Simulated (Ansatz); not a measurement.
# GeH3IO: one species, many methods

How much do the methods differ for GeH3IO? The plan is to run it at one geometry with functionals of several rungs and with coupled cluster. The yardstick is the atomisation energy at the CCSD(T) limit.

Method: functionals in def2-TZVPP, the program's frozen cores in correlated methods; program: Ansatz 0.2.0, Gaussian basis.

The runs, in order: LDA (SPW92), PBE-D4, revPBE-D4, BLYP-D4, r2SCAN-D4, B97M-V, PBE0-D4, B3LYP-D4, r2SCANh-D4, r2SCAN0-D4, HSE06-D4, BHLYP-D4, CAM-B3LYP-D4, LC-ωPBE, ωB97X-V, ωB97M-V, B2PLYP, PBE-QIDH; CCSD(T)/def2-SVP; CCSD(T)/def2-TZVPP; MP2/def2-QZVPP; extrapolation to the limit; RPA on PBE.

### Step 1. The relaxed structure

The geometry comes from an earlier relaxation with PBE0-D4 in a triple-zeta def2 set; it is a stationary point. I takes the def2 core potential; no spin-orbit term is included.

6 atoms, charge 0, spin multiplicity 1.

Atoms are counted from 1 here; the program's logs count them from 0.

Bond lengths: O1–Ge2 1.769 Å, O1–H4 0.960 Å, Ge2–I3 2.517 Å, Ge2–H5 1.536 Å, Ge2–H6 1.528 Å. Angles: Ge2–O1–H4 113.0°, O1–Ge2–I3 109.6°, O1–Ge2–H5 111.2°, O1–Ge2–H6 105.2°, I3–Ge2–H5 106.7°, I3–Ge2–H6 109.4°, H5–Ge2–H6 114.8°.

### Step 2. LDA

This LDA is Slater exchange with PW92 correlation.

in.yaml reads:

```yaml
crystal:
  periodic: [false, false, false]
  atoms:
    - {symbol: O, position_ang: [-0.543211, -1.341603, 0.083753]}
    - {symbol: Ge, position_ang: [0.400327, 0.153701, 0.132261]}
    - {symbol: I, position_ang: [-1.151067, 2.133300, 0.026671]}
    - {symbol: H, position_ang: [-1.107525, -1.404672, -0.690920]}
    - {symbol: H, position_ang: [1.333598, 0.259852, -1.082873]}
    - {symbol: H, position_ang: [1.110079, 0.135421, 1.485008]}
basis:
  gaussian: {orbitals: def2-TZVPP}
hamiltonian: {xc: lda}
output: {orbitals: {seedname: orbitals}}
```

Further steps of the session: PBE-D4 (GGA); revPBE-D4 (GGA); BLYP-D4 (GGA); r2SCAN-D4 (meta-GGA); B97M-V (meta-GGA); PBE0-D4 (hybrid); B3LYP-D4 (hybrid); r2SCANh-D4 (hybrid); r2SCAN0-D4 (hybrid); HSE06-D4 (hybrid); BHLYP-D4 (hybrid); CAM-B3LYP-D4 (range-separated); LC-ωPBE (range-separated); ωB97X-V (range-separated); ωB97M-V (range-separated); B2PLYP (double hybrid); PBE-QIDH (double hybrid); CCSD(T) in def2-SVP; CCSD(T) in def2-TZVPP; MP2 in def2-QZVPP; RPA on PBE orbitals.

Q: Predict the results of all the runs planned. Wanted: atomisation energy, CCSD(T)/CBS; farthest beyond LDA; mean size of error, GGA; mean size of error, meta-GGA; mean size of error, hybrid; mean size of error, range-separated; mean size of error, double hybrid; gap, smallest and largest; T1 diagnostic.

**Answer**, as computed:

```
                               quantity                                  value
        atomisation energy, CCSD(T)/CBS                          1722.9 kJ/mol
 functionals within 17.2 kJ/mol (1.0 %)     PBE-D4, r2SCAN-D4, B97M-V, ωB97X-V
                    farthest beyond LDA                BHLYP-D4 (-94.1 kJ/mol)
                mean size of error, GGA                            39.4 kJ/mol
           mean size of error, meta-GGA                            16.4 kJ/mol
             mean size of error, hybrid                            52.3 kJ/mol
    mean size of error, range-separated                            35.6 kJ/mol
      mean size of error, double hybrid                            45.0 kJ/mol
              gap, smallest and largest  4.62 eV (BLYP-D4), 11.49 eV (LC-ωPBE)
                          T1 diagnostic                                 0.0101
triples share of the correlation energy                                  2.8 %
```

LDA overbinds by 245.1 kJ/mol (14 %). PBE-D4 misses by -11.5 kJ/mol. Double hybrids carry the basis error of their MP2 part in triple zeta, and no dispersion term here, so their miss is partly the set-up's. By mean error the best rung here is meta-GGA (16.4 kJ/mol) and the worst beyond LDA is hybrid (52.3 kJ/mol). The mean of the hybrids holds BHLYP, with half exact exchange. The reference freezes the cores and leaves out spin-orbit coupling and excitations past (T), and its outer-core shells are covered unevenly, so misses under about 17.2 kJ/mol can't be ranked. All levels share the lack of spin-orbit coupling, which lowers the free heavy atoms and so the true binding. Hartree-Fock recovers 68 % of the binding; the rest is correlation. CCSD(T) in def2-SVP is off by -157.3 kJ/mol, worse than the median functional, from the basis alone. Orbital gaps span 4.6 to 11.5 eV; exact exchange widens them. Correlated methods include outer-core shells of Ge, I, which these sets cover unevenly.
